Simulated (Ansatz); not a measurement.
# HfTl2PbS4: the cost of one run

Program: Ansatz 0.2.0. Level of theory: DFT PBE, plane waves, PAW, scalar-relativistic, no spin polarisation. These are calculated values, not measurements.

**1. The system as given**

The cell holds 16 atoms (Hf2Pb2S8Tl4): a = 7.651 Å, b = 9.229 Å, c = 6.068 Å, α = 76.74°, β = 99.27°, γ = 99.73°.

Coordinates:

```
CELL_PARAMETERS angstrom
7.50738 0.08254 -1.47389
-1.36469 8.97801 1.64790
0.18920 0.34863 6.05526
ATOMIC_POSITIONS crystal
Tl 0.64479 0.05264 0.52097
Tl 0.75308 0.93337 0.07449
Tl 0.36392 0.14784 0.77753
Tl 0.38745 0.80824 0.80404
Pb 0.09387 0.96904 0.44330
Pb 0.98052 0.25106 0.69581
Hf 0.65390 0.44530 0.36328
Hf 0.18033 0.47837 0.03844
S 0.57594 0.56913 0.77000
S 0.29423 0.44532 0.55045
S 0.80910 0.24460 0.11735
S 0.09329 0.85092 0.03389
S 0.82844 0.79573 0.72259
S 0.36062 0.19346 0.23072
S 0.41251 0.85848 0.26134
S 0.08701 0.64618 0.53454
```

**2. Dynamics**

Input file input.yaml:

```yaml
crystal:
  lattice:
    - [7.507381, 0.082542, -1.473892]
    - [-1.364694, 8.978013, 1.647898]
    - [0.189203, 0.348628, 6.055256]
  atoms:
    - { symbol: Tl, position: [0.64479, 0.052636, 0.520967] }
    - { symbol: Tl, position: [0.75308, 0.933371, 0.074493] }
    - { symbol: Tl, position: [0.363917, 0.147838, 0.777534] }
    - { symbol: Tl, position: [0.387454, 0.808239, 0.804036] }
    - { symbol: Pb, position: [0.09387, 0.969042, 0.443302] }
    - { symbol: Pb, position: [0.980516, 0.251059, 0.695815] }
    - { symbol: Hf, position: [0.653896, 0.445303, 0.363278] }
    - { symbol: Hf, position: [0.180334, 0.478371, 0.038443] }
    - { symbol: S, position: [0.575942, 0.569135, 0.770002] }
    - { symbol: S, position: [0.294225, 0.445318, 0.550451] }
    - { symbol: S, position: [0.809104, 0.244605, 0.117345] }
    - { symbol: S, position: [0.093289, 0.85092, 0.033888] }
    - { symbol: S, position: [0.828439, 0.795735, 0.722586] }
    - { symbol: S, position: [0.360622, 0.193462, 0.230724] }
    - { symbol: S, position: [0.412512, 0.858483, 0.261342] }
    - { symbol: S, position: [0.087009, 0.646184, 0.534542] }
kpoints:
  mp_grid: { grid: [2, 2, 3] }
magnetization:
  spin_polarized: false
scf:
  occupations: { method: cold, width: 0.15 }
hamiltonian:
  pseudopotentials: { kind: paw }
  xc: pbe
basis:
  ecutwfc: 420
md:
  timestep: 1.5
  n_steps: 60
  ensemble: nvt_nose_hoover
  temperature: 2000.0
  initial_velocities: maxwell_boltzmann
  seed: 554292
```

Run with:

```sh
$ ansatz run input.yaml --threads 2 --pin off --max-ram 2560MiB --backend cpu --events-out ev --progress --plain --runs-dir out
```

Q: Estimate wall time and peak memory on 2 threads of Arm Neoverse V1, shared host.

About 13 min, with a peak of 1.2 GiB.
